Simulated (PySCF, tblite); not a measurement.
# C₄H₁₃GeNSi: geometry, infrared bands and NMR shifts

What infrared bands and NMR shifts should C₄H₁₃GeNSi (`CC[C@@H]1[GeH2][CH2][Si@H]1N`) show?

Programs: tblite 0.8.0 and PySCF 2.14.0, with density-fitted response routines of our own. Each step states its level of theory. These are calculated values for one molecule in the gas phase, unless marked as measured. Atoms count from 0, in the outputs and in this text.

## 1. The starting structure

20 atoms, charge 0, multiplicity 1; geometry from: force field or distance geometry start.

Bonds of the start (Å): C0–C1 1.54, C1–C2 1.50, C2–Ge3 1.95, Ge3–C4 1.95, C4–Si5 1.86, Si5–N6 1.77, Si5–C2 1.85, C0–H7 1.10, C0–H8 1.10, C0–H9 1.11, C1–H10 1.12, C1–H11 1.13, C2–H12 1.11, Ge3–H13 1.55, Ge3–H14 1.52, C4–H15 1.10, C4–H16 1.11, Si5–H17 1.47, N6–H18 1.06, N6–H19 1.06.

## 2. Optimising the geometry with GFN2-xTB

The job: settings as JSON, then the geometry in Å.

```
{"job": {"kind": "relax", "xc": "GFN2-xTB", "basis": "xTB"}, "charge": 0, "multiplicity": 1}
C      2.613200    -0.450900     0.172700
C      1.209700    -0.689200     0.747000
C      0.195200    -0.432300    -0.321500
Ge     0.224000     1.383700    -1.025700
C     -1.451300     1.575800    -0.043400
Si    -1.495200    -0.229200     0.410300
N     -2.821200    -1.083900    -0.401300
H      2.622600     0.347600    -0.587300
H      2.943000    -1.422600    -0.237200
H      3.254200    -0.206000     1.049300
H      1.134800    -1.765900     1.034300
H      1.057300    -0.038200     1.660900
H      0.258100    -1.146300    -1.170000
H      1.330100     2.291300    -0.426500
H      0.072900     1.525000    -2.534000
H     -2.275700     1.914400    -0.695300
H     -1.291700     2.185100     0.866800
H     -1.505400    -0.440200     1.864100
H     -2.502900    -2.054100    -0.687100
H     -3.576800    -1.253400     0.320700
```

The run is started by

```bash
$ OMP_NUM_THREADS=1 python probes_run.py task.json out
```

This one command runs all jobs of the session in turn.

The program printed:

```text
step      E/eV     max force
  0    -590.74108    2.101
  1    -591.02384    0.839
  2    -591.12403    0.652
  3    -591.19580    0.801
  4    -591.27745    0.602
  5    -591.31964    0.459
  6    -591.35011    0.327
  7    -591.36867    0.320
  8    -591.38003    0.245
  9    -591.38679    0.199
 10    -591.39219    0.194
 11    -591.39805    0.194
 12    -591.40518    0.238
 13    -591.41270    0.255
 14    -591.41884    0.232
 15    -591.42348    0.167
 16    -591.42801    0.182
 17    -591.43337    0.224
 18    -591.43957    0.228
 19    -591.44595    0.253
 20    -591.45222    0.252
 21    -591.45870    0.220
 22    -591.46543    0.219
 23    -591.47172    0.175
 24    -591.47734    0.156
 25    -591.48267    0.161
 26    -591.48787    0.191
 27    -591.49305    0.182
 28    -591.49780    0.142
 29    -591.50209    0.171
 30    -591.50600    0.172
 31    -591.50893    0.166
 32    -591.51162    0.160
 33    -591.51384    0.143
 34    -591.51667    0.114
 35    -591.51853    0.123
 36    -591.52131    0.131
 37    -591.52316    0.109
 38    -591.52487    0.092
 39    -591.52663    0.089
 40    -591.52816    0.083
 41    -591.52933    0.068
 42    -591.52995    0.056
 43    -591.53045    0.045
 44    -591.53094    0.052
 45    -591.53148    0.066
 46    -591.53200    0.074
 47    -591.53243    0.068
 48    -591.53281    0.053
 49    -591.53318    0.046
 50    -591.53355    0.055
 51    -591.53392    0.066
 52    -591.53424    0.064
 53    -591.53454    0.050
 54    -591.53482    0.039
 55    -591.53505    0.034
 56    -591.53521    0.036
 57    -591.53532    0.029
 58    -591.53541    0.021
 59    -591.53548    0.020
 60    -591.53555    0.020
 61    -591.53563    0.025
 62    -591.53571    0.022
 63    -591.53577    0.017
 64    -591.53582    0.015
 65    -591.53587    0.018
 66    -591.53592    0.023
 67    -591.53599    0.025
 68    -591.53606    0.022
 69    -591.53614    0.019
 70    -591.53624    0.029
 71    -591.53634    0.028
 72    -591.53644    0.025
 73    -591.53653    0.022
 74    -591.53661    0.024
 75    -591.53668    0.026
 76    -591.53674    0.022
 77    -591.53679    0.016
 78    -591.53684    0.019
 79    -591.53692    0.029
 80    -591.53701    0.033
 81    -591.53711    0.025
 82    -591.53722    0.024
 83    -591.53735    0.032
 84    -591.53751    0.048
 85    -591.53768    0.046
 86    -591.53778    0.024
 87    -591.53783    0.017
 88    -591.53788    0.021
 89    -591.53795    0.033
 90    -591.53805    0.036
 91    -591.53814    0.021
 92    -591.53820    0.022
 93    -591.53825    0.020
 94    -591.53831    0.028
 95    -591.53837    0.023
 96    -591.53842    0.015
 97    -591.53846    0.017
 98    -591.53852    0.030
 99    -591.53859    0.038
100    -591.53867    0.031
101    -591.53874    0.014
102    -591.53879    0.016
103    -591.53885    0.026
104    -591.53893    0.032
105    -591.53902    0.025
106    -591.53912    0.026
107    -591.53925    0.028
108    -591.53941    0.040
109    -591.53959    0.038
110    -591.53977    0.038
111    -591.53997    0.038
112    -591.54021    0.060
113    -591.54055    0.074
114    -591.54097    0.058
115    -591.54137    0.041
116    -591.54174    0.059
117    -591.54223    0.059
118    -591.54276    0.065
119    -591.54318    0.042
120    -591.54354    0.042
121    -591.54381    0.062
122    -591.54404    0.073
123    -591.54438    0.055
124    -591.54471    0.029
125    -591.54496    0.034
126    -591.54523    0.053
127    -591.54549    0.060
128    -591.54574    0.048
129    -591.54592    0.034
130    -591.54609    0.033
131    -591.54628    0.028
132    -591.54643    0.031
133    -591.54653    0.028
134    -591.54663    0.024
135    -591.54679    0.029
136    -591.54692    0.027
137    -591.54707    0.016
138    -591.54714    0.021
139    -591.54719    0.026
140    -591.54726    0.027
141    -591.54734    0.019
142    -591.54740    0.014
143    -591.54744    0.013
144    -591.54747    0.013
145    -591.54750    0.016
146    -591.54754    0.014
147    -591.54759    0.013
148    -591.54763    0.012
149    -591.54767    0.013
150    -591.54769    0.012
151    -591.54771    0.011
152    -591.54773    0.008
```

It took 2.1 s on 1 thread of Arm Neoverse N1, shared host; peak memory 0.18 GiB.

The steps of the relaxation: (not every step is listed)

| step | energy from step 0 (eV) | largest force (eV/Å) |
| --- | --- | --- |
| 0 | 0.0000 | 2.1007 |
| 1 | -0.2828 | 0.8388 |
| 2 | -0.3829 | 0.6525 |
| 3 | -0.4547 | 0.8013 |
| 4 | -0.5364 | 0.6022 |
| 5 | -0.5786 | 0.4591 |
| 6 | -0.6090 | 0.3269 |
| 7 | -0.6276 | 0.3197 |
| 8 | -0.6390 | 0.2447 |
| 21 | -0.7176 | 0.2204 |
| 34 | -0.7756 | 0.1143 |
| 47 | -0.7913 | 0.0676 |
| 60 | -0.7945 | 0.0203 |
| 73 | -0.7954 | 0.0216 |
| 86 | -0.7967 | 0.0237 |
| 99 | -0.7975 | 0.0381 |
| 112 | -0.7991 | 0.0595 |
| 125 | -0.8039 | 0.0340 |
| 138 | -0.8061 | 0.0211 |
| 147 | -0.8065 | 0.0132 |
| 148 | -0.8066 | 0.0118 |
| 149 | -0.8066 | 0.0131 |
| 150 | -0.8066 | 0.0122 |
| 151 | -0.8066 | 0.0107 |
| 152 | -0.8066 | 0.0081 |

Close pairs (by a distance rule), those that changed most:

| bond | before (Å) | after (Å) | change (Å) |
| --- | --- | --- | --- |
| C2–Si5 | 1.853 | 1.918 | +0.065 |
| C2–Ge3 | 1.948 | 2.003 | +0.055 |
| N6–H18 | 1.060 | 1.007 | -0.053 |
| N6–H19 | 1.059 | 1.007 | -0.051 |
| C4–Si5 | 1.862 | 1.911 | +0.050 |
| Si5–N6 | 1.774 | 1.725 | -0.049 |
| C1–H11 | 1.132 | 1.094 | -0.039 |
| Ge3–H13 | 1.551 | 1.514 | -0.037 |

The end geometry stands in the next job.

## 3. Harmonic vibrations with GFN2-xTB

The job: settings as JSON, then the geometry in Å.

```
{"job": {"kind": "ir", "xc": "GFN2-xTB", "basis": "xTB"}, "charge": 0, "multiplicity": 1}
C      2.706942    -0.716407     0.036046
C      1.353598    -0.739113     0.733453
C      0.232266    -0.330770    -0.206550
Ge     0.175378     1.582130    -0.798161
C     -1.748922     1.581171    -0.298931
Si    -1.530378    -0.130383     0.523594
N     -2.610936    -1.282079    -0.170976
H      2.894383     0.279506    -0.366991
H      2.721083    -1.425656    -0.789146
H      3.509089    -0.970768     0.725704
H      1.163945    -1.742873     1.127251
H      1.378562    -0.053184     1.584932
H      0.219774    -1.004862    -1.064967
H      1.007699     2.505210     0.066136
H      0.524832     1.935932    -2.232968
H     -2.422541     1.561654    -1.150047
H     -2.069653     2.378622     0.363086
H     -1.500854    -0.036198     1.993662
H     -2.410227    -2.257906    -0.021408
H     -3.599188    -1.123347    -0.056756
```

The program printed:

```text
mode    cm-1     km/mol
  1      39.1      0.12
  2      84.7      0.05
  3     131.2      0.54
  4     143.5      1.28
  5     168.7      4.19
  6     205.5     10.30
  7     230.3      3.01
  8     259.9      0.71
  9     283.3      0.26
 10     355.0      2.95
 11     391.7     31.38
 12     496.9      2.83
 13     550.7     31.89
 14     565.2     87.10
 15     583.8    119.84
 16     589.9     38.84
 17     621.3    119.76
 18     653.5    179.06
 19     687.2     94.98
 20     726.7    105.61
 21     738.4     73.51
 22     823.2    252.87
 23     828.7    286.41
 24     831.3     11.56
 25     892.3    126.18
 26     934.7     11.73
 27     967.5      8.50
 28    1020.1     17.32
 29    1045.6     21.59
 30    1051.2     60.20
 31    1104.3      4.42
 32    1133.3     30.82
 33    1234.3      4.67
 34    1272.9      1.19
 35    1339.8      9.55
 36    1408.9      2.31
 37    1435.2      2.81
 38    1494.3      0.71
 39    1497.3      2.22
 40    1502.2      0.41
 41    1518.2     47.76
 42    1826.0    434.11
 43    1924.8    594.90
 44    2157.6    425.75
 45    2929.0     50.82
 46    2942.1     53.34
 47    2952.9     45.63
 48    2993.3     53.82
 49    3012.8     35.12
 50    3017.9     28.66
 51    3023.5     59.56
 52    3027.1     39.03
 53    3465.1      0.35
 54    3500.2      1.80
```

Run time: 1.4 s. Hardware: 1 thread of Arm Neoverse N1, shared host; peak memory 0.18 GiB.

The strongest bands and the atoms that carry them (share of the mass-weighted mode):

| cm⁻¹ | km/mol | atoms |
| --- | --- | --- |
| 584 | 119.8 | C2 31 %, H13 11 % |
| 654 | 179.1 | H17 76 % |
| 823 | 252.9 | H13 21 %, H14 21 %, H18 16 %, H19 15 % |
| 829 | 286.4 | H13 27 %, H14 26 %, H19 15 %, H18 10 % |
| 892 | 126.2 | N6 39 %, Si5 33 %, H15 10 % |
| 1826 | 434.1 | H14 70 %, H13 29 % |
| 1925 | 594.9 | H13 70 %, H14 28 % |
| 2158 | 425.8 | H17 97 % |

## 4. Shielding tensors: PBE0/pcSseg-1

Same as in step 3 but for these lines:

```diff
@@ -1,2 +1,2 @@
-{"job": {"kind": "ir", "xc": "GFN2-xTB", "basis": "xTB"}, "charge": 0, "multiplicity": 1}
+{"job": {"kind": "nmr", "xc": "PBE0", "basis": "pcSseg-1"}, "charge": 0, "multiplicity": 1}
 C      2.706942    -0.716407     0.036046
```

Level: GIAO PBE0/pcSseg-1 NMR shielding, non-relativistic, gas phase.

The program printed:

```text
coarse grid: 71808 points
cycle   1  E = -2580.4864790287  dE = -8.921e-02  |g| = 1.041e+00  |ddm| = 4.063e+00
cycle   2  E = -2580.3916497915  dE =  9.483e-02  |g| = 1.182e+00  |ddm| = 1.519e+00
cycle   3  E = -2580.6165637005  dE = -2.249e-01  |g| = 1.191e-01  |ddm| = 1.036e+00
cycle   4  E = -2580.6198366822  dE = -3.273e-03  |g| = 4.657e-02  |ddm| = 1.659e-01
cycle   5  E = -2580.6202833035  dE = -4.466e-04  |g| = 7.184e-03  |ddm| = 4.678e-02
cycle   6  E = -2580.6202949280  dE = -1.162e-05  |g| = 2.476e-03  |ddm| = 9.887e-03
cycle   7  E = -2580.6202963756  dE = -1.448e-06  |g| = 6.824e-04  |ddm| = 2.915e-03
final grid: 150624 points
cycle   8  E = -2580.6202286932  dE =  3.001e-08  |g| = 9.436e-04  |ddm| = 2.611e-03
cycle   9  E = -2580.6202284377  dE =  2.556e-07  |g| = 1.385e-03  |ddm| = 2.279e-03
cycle  10  E = -2580.6202289183  dE = -4.806e-07  |g| = 6.341e-05  |ddm| = 1.364e-03
cycle  11  E = -2580.6202289193  dE = -1.030e-09  |g| = 1.368e-05  |ddm| = 7.556e-05
cycle  12  E = -2580.6202289194  dE = -2.274e-11  |g| = 3.002e-06  |ddm| = 1.387e-05
converged SCF energy = -2580.6202289194

GIAO shielding tensors (ppm)
atom      isotropic    diamagn.    paramagn.     s11        s22        s33       span
  0 C      165.516     247.222     -81.706    150.056    159.365    187.127     37.071
  1 C      159.667     244.678     -85.011    149.942    159.551    169.507     19.565
  2 C      154.141     256.714    -102.573    124.422    155.773    182.227     57.804
  3 Ge    1475.967    2758.877   -1282.911   1383.922   1470.618   1573.361    189.439
  4 C      188.093     258.540     -70.447    174.935    187.039    202.305     27.370
  5 Si     350.831     880.266    -529.435    329.373    348.786    374.333     44.961
  6 N      247.048     314.652     -67.604    212.196    258.017    270.932     58.736
  7 H       30.997      30.627       0.370     26.197     31.982     34.812      8.615
  8 H       30.901      29.876       1.025     26.944     28.840     36.919      9.976
  9 H       30.485      27.979       2.506     25.693     27.168     38.593     12.900
 10 H       29.967      31.136      -1.169     24.073     29.329     36.500     12.427
 11 H       30.139      32.035      -1.896     25.592     30.122     34.702      9.110
 12 H       30.278      35.036      -4.758     26.832     30.281     33.721      6.889
 13 H       27.399      31.253      -3.854     21.616     22.739     37.840     16.224
 14 H       26.847      30.466      -3.619     20.461     21.469     38.611     18.150
 15 H       31.243      31.420      -0.176     26.990     27.951     38.788     11.798
 16 H       31.192      31.132       0.060     26.103     27.705     39.768     13.665
 17 H       26.125      30.405      -4.280     22.848     24.839     30.688      7.840
 18 H       31.397      30.911       0.486     23.856     27.922     42.412     18.557
 19 H       31.407      28.497       2.909     23.959     27.164     43.097     19.138
```

It took 75 s on 1 thread of Arm Neoverse N1, shared host; peak memory 0.94 GiB.

Shifts follow as δ = σ(reference) − σ, with reference shieldings (ppm) from runs at the same level and on the same kind of geometry: ¹H TMS 31.72, ¹³C TMS 186.9, ²⁹Si TMS 349.2, ¹⁵N NH3 267.7, ⁷³Ge GeMe4 1331. The references are single molecules in the gas phase, so shifts against H2O, NH3, PH3, H3PO4 or CFCl3 are not on the usual liquid scales and can be off by tens of ppm. Atoms listed in one row are averaged.

| atoms | environment | σ (ppm) | δ (ppm) |
| --- | --- | --- | --- |
| C2 | sp3 CH bonded to Ge and Si | 154.1 | 32.8 |
| C1 | sp3 CH2 | 159.7 | 27.3 |
| C0 | methyl carbon | 165.5 | 21.4 |
| C4 | sp3 CH2 bonded to Ge and Si | 188.1 | -1.2 |
| H17 | hydrogen on a silicon bonded to 2 C, N, in a 4-membered ring | 26.13 | 5.59 |
| H14 | hydrogen on a germanium bonded to 2 C, in a 4-membered ring | 26.85 | 4.87 |
| H13 | hydrogen on a germanium bonded to 2 C, in a 4-membered ring | 27.40 | 4.32 |
| H10 | hydrogen on an sp3 CH2 | 29.97 | 1.75 |
| H11 | hydrogen on an sp3 CH2 | 30.14 | 1.58 |
| H12 | hydrogen on an sp3 CH bonded to Ge and Si | 30.28 | 1.44 |
| H7, H8, H9 | hydrogen on a methyl carbon | 30.79 | 0.92 |
| H16 | hydrogen on an sp3 CH2 bonded to Ge and Si | 31.19 | 0.52 |
| H15 | hydrogen on an sp3 CH2 bonded to Ge and Si | 31.24 | 0.47 |
| H18, H19 | hydrogen on a nitrogen bonded to Si | 31.40 | 0.32 |
| Ge3 | germanium bonded to 2 C, 2 H, in a 4-membered ring | 1476 | -145 |
| Si5 | silicon bonded to 2 C, N, H, in a 4-membered ring | 350.8 | -1.7 |
| N6 | nitrogen bonded to Si, 2 H | 247.0 | 20.7 |

The run also stored atomic charges by several schemes (e):

| atoms | Mulliken | IAO | Hirshfeld | ESP fit |
| --- | --- | --- | --- | --- |
| C0 | -0.25 | -0.41 | -0.12 | -0.35 |
| C1 | -0.18 | -0.23 | -0.08 | 0.12 |
| C2 | -0.79 | -0.62 | -0.19 | -0.21 |
| Ge3 | 0.37 | 0.60 | 0.33 | 0.25 |
| C4 | -0.76 | -0.81 | -0.26 | -0.52 |
| Si5 | 0.98 | 1.02 | 0.38 | 0.74 |
| N6 | -0.62 | -0.84 | -0.32 | -1.06 |

Mayer bond orders: C0–C1 1.05, C1–C2 1.00, C2–Ge3 0.92, Ge3–C4 0.97, C4–Si5 0.87, Si5–N6 1.07, Si5–C2 0.83.

Ring of atoms C2, Ge3, C4, Si5: NICS(0) -1.7, NICS(1) -1.5, NICS(1)zz 5.2 ppm (means of both faces).

## 5. Outcome

| quantity | value |
| --- | --- |
| strongest single infrared mode (GFN2-xTB) | 1925 cm⁻¹, 595 km/mol |
| zero-point energy (GFN2-xTB) | 98.1 kcal/mol |
| ¹³C shifts against TMS (PBE0/pcSseg-1) | 32.8, 27.3, 21.4, -1.2 ppm |
| ¹H shifts against TMS (PBE0/pcSseg-1, means over atoms taken as alike) | 5.59, 4.87, 4.32, 1.75, 1.58, 1.44, 0.92, 0.52, 0.47, 0.32 ppm |
| ⁷³Ge shifts against GeMe4 (PBE0/pcSseg-1) | -145 ppm |
| ²⁹Si shifts against TMS (PBE0/pcSseg-1) | -1.7 ppm |
| ¹⁵N shifts against NH3 (PBE0/pcSseg-1) | 20.7 ppm |

In words: Relaxing lowered the energy by 0.807 eV in 152 steps; the close pair that moved most is C2–Si5, from 1.853 to 1.918 Å. No mode is imaginary among the 54: a minimum at this level. The strongest single mode, at 1925 cm⁻¹, moves mainly H13. GFN2-xTB is a fitted tight-binding method: band positions and strengths are rough. Its intensities can rank the bands wrongly. At PBE0/pcSseg-1: The widest tensor belongs to Ge3: span 189 ppm, with a paramagnetic part of -1283 ppm. Spin-orbit coupling is left out, which matters for shieldings and couplings at and beside the heavy atoms.
